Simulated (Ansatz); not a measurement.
# TaHO (triplet): wave-function methods side by side, def2-TZVPP

An exercise on one series of results from a longer session: the logs are not shown, and one member is left open.

Program: Ansatz 0.2.0, Gaussian basis. Level of theory: def2-TZVPP, core rule «outside noble gas», up to 5 orbitals frozen. These are calculated values, not measurements.

The runs, in order: UHF; ROHF; CCSD(T) on UHF.

2 further runs of the same task are left out: 2 set aside as unsound or not needed.

## The system

The geometry is a PBE0/def2-TZVP stationary point (not a proven minimum). No spin-orbit coupling is included. Elements past krypton take def2 core potentials.

3 atoms, charge 0, spin multiplicity 3.

Atoms are counted from 1 here; the program's logs count them from 0.

Bond lengths: Ta1–O2 1.695 Å, Ta1–H3 1.777 Å. Angles: O2–Ta1–H3 103.7°.

The first run:

in.yaml reads:

```yaml
crystal:
  periodic: [false, false, false]
  atoms:
    - {symbol: Ta, position_ang: [0.000000, -0.016196, 0.134207]}
    - {symbol: O, position_ang: [0.000000, 0.077043, -1.558659]}
    - {symbol: H, position_ang: [0.000000, 1.684643, 0.648045]}
basis:
  gaussian: {orbitals: def2-TZVPP}
magnetization: {spin_polarized: true, initial_magnetization: 2}
hamiltonian: {xc: hf}
output: {orbitals: {seedname: orbitals}}
```

Started as:

```
ansatz run in.yaml --threads 1 --pin off --events-out ev --progress --plain --max-ram 4096MiB --backend cpu
```

Among the steps run: UHF; ROHF; CCSD(T) on UHF.

One table of the session follows, with a row left open; its other results are not shown here.

It belongs to the step «Misses and costs». 

| method | from UCCSD(T) (meV) |
| --- | --- |
| ROHF | ? |
| UHF | +10759.4 |
| UMP2 | +357.6 |
| UCCSD | +622.5 |
| UCCSD(T) | 0 |

Q: Estimate the row for ROHF from the others.

As computed: from UCCSD(T) (meV): +10893.6. In the column «from UCCSD(T) (meV)» it is the highest.
